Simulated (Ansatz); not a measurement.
# Mn3Si (Fm-3m): Heisenberg exchange couplings

A script is to give the Heisenberg exchange couplings; the system is Mn3Si (Fm-3m).

All numbers are computed with Ansatz 0.2.0 through its Python package. Level of theory: DFT LDA, plane waves, PAW.

**1. The system**

Symmetry: Fm-3m, No. 225, cubic system. Conventional cell: a = 5.722 Å, b = 5.722 Å, c = 5.722 Å, α = 90.00°, β = 90.00°, γ = 90.00°. Mn (site symmetry m-3m) has 8 Mn at 2.48 Å as nearest neighbours. Mn (site symmetry -43m) is surrounded by 4 Mn at 2.48 Å and 4 Si at 2.48 Å. Si (site symmetry m-3m) has 8 Mn at 2.48 Å as nearest neighbours.

Input file mn3si.cif:

```cif
data_Mn3Si
_cell_length_a 4.046065
_cell_length_b 4.046065
_cell_length_c 4.046065
_cell_angle_alpha 60.00000
_cell_angle_beta 60.00000
_cell_angle_gamma 60.00000
_symmetry_space_group_name_H-M 'P 1'
_symmetry_Int_Tables_number 1
loop_
_symmetry_equiv_pos_as_xyz
'x, y, z'
loop_
_atom_site_label
_atom_site_type_symbol
_atom_site_fract_x
_atom_site_fract_y
_atom_site_fract_z
Mn1 Mn    0.500000    0.500000    0.500000
Mn2 Mn    0.250000    0.250000    0.250000
Mn3 Mn    0.750000    0.750000    0.750000
Si4 Si    0.000000    0.000000    0.000000
```

**2. The code**

jij.py reads:

```python
"""Pair couplings between the moments of Mn3Si."""

import ansatz as az
from ase.io import read
import numpy as np

KGRID = (10, 10, 10)
CUTOFF = 630
OCCUPATIONS = "fermi_dirac"
WIDTH_EV = 0.3


def main() -> None:
    atoms = read("mn3si.cif")
    system = az.Crystal.from_ase(atoms).moments(Mn=5.2)

    model = (
        system.calculation()
        .kpoints(*KGRID)
        .spin(az.SpinTreatment.COLLINEAR)
        .functional(az.Functional.LDA)
        .basis(CUTOFF)
        .occupations(OCCUPATIONS, width=WIDTH_EV)
        .mixing("msr1", preconditioner="resta")
        .initial_density(normalization="atom")
        .eigenstates(nscf_kmesh=(7, 7, 7))
        .exchange_couplings(magnetic=["Mn"])
    )
    couplings = model.run(threads=1, backend="cpu").exchange_couplings().to_plain()
    for atom in couplings["atoms"]:
        print(atom["site"]["symbol"], atom["role"], "moment", round(atom["moment_mub"], 3), "muB")
    shells = {}
    for pair in couplings["pairs"]:
        key = (pair["site"], pair["partner"], round(float(np.linalg.norm(pair["displacement_ang"])), 2))
        shells.setdefault(key, []).append(1000 * pair["coupling_ev"])
    print("site partner distance (A)  count  mean J (meV)")
    for (i, j, d), values in sorted(shells.items(), key=lambda item: item[0][2])[:8]:
        print(f"{i:4d} {j:7d} {d:12.2f} {len(values):6d} {np.mean(values):13.3f}")
    print("mean-field order:", couplings["mean_field_order"])


if __name__ == "__main__":
    main()
```

**3. What the engine is handed**

The package turns the script's settings into the engine's input:

```yaml
crystal:
  lattice:
    - [4.046065, 0.0, 0.0]
    - [2.0230325000000002, 3.503995075363084, 0.0]
    - [2.0230325000000002, 1.1679983584543616, 3.303598238711339]
  atoms:
    - { symbol: Mn, position: [0.5000000000000001, 0.5, 0.5] }
    - { symbol: Mn, position: [0.25000000000000006, 0.25, 0.25] }
    - { symbol: Mn, position: [0.7500000000000002, 0.75, 0.75] }
    - { symbol: Si, position: [0.0, 0.0, 0.0] }
basis:
  ecutwfc: 630.0
kpoints:
  mp_grid:
    grid: [10, 10, 10]
hamiltonian:
  xc: lda
magnetization:
  spin_polarized: true
  per_species:
    Mn: 5.2
scf:
  mixing:
    algorithm: msr1
    preconditioner: resta
  occupations:
    method: fermi_dirac
    width: 0.3
  initial_density:
    normalization: atom
output:
  eigenstates:
    nscf_kmesh:
      grid: [7, 7, 7]
    exchange_couplings:
      magnetic:
        - { species: Mn }
```

**4. Running it**

Run with:

```console
> python jij.py
```

**Question.** What results will this script give? Wanted: free energy; gap on the mesh; moment, net / absolute.

**Answer**, as computed:

```
              quantity                                value
           free energy  -12134.1387 eV (-3033.5347 eV/atom)
       gap on the mesh                                 none
moment, net / absolute              1.42 / 2.33 μB per cell
```

What this shows: Filled and empty levels meet on the mesh: no gap at this level. Reading the output:
- The SCF didn't keep the moments it started from (some shrank, vanished or turned); what is printed is the state reached.
- A Fermi-Dirac width this large means warm electrons, whose thermal share enters the free energy.
- Couplings oscillate with the k-mesh and hold for small turns from this magnetic state; mean-field temperatures overestimate ordering, and where the couplings favour a wavevector other than zero the state started from isn't the stable order. The starting moments were not kept in at least one run, so it stands on a weaker or other magnetic state than the one typed.
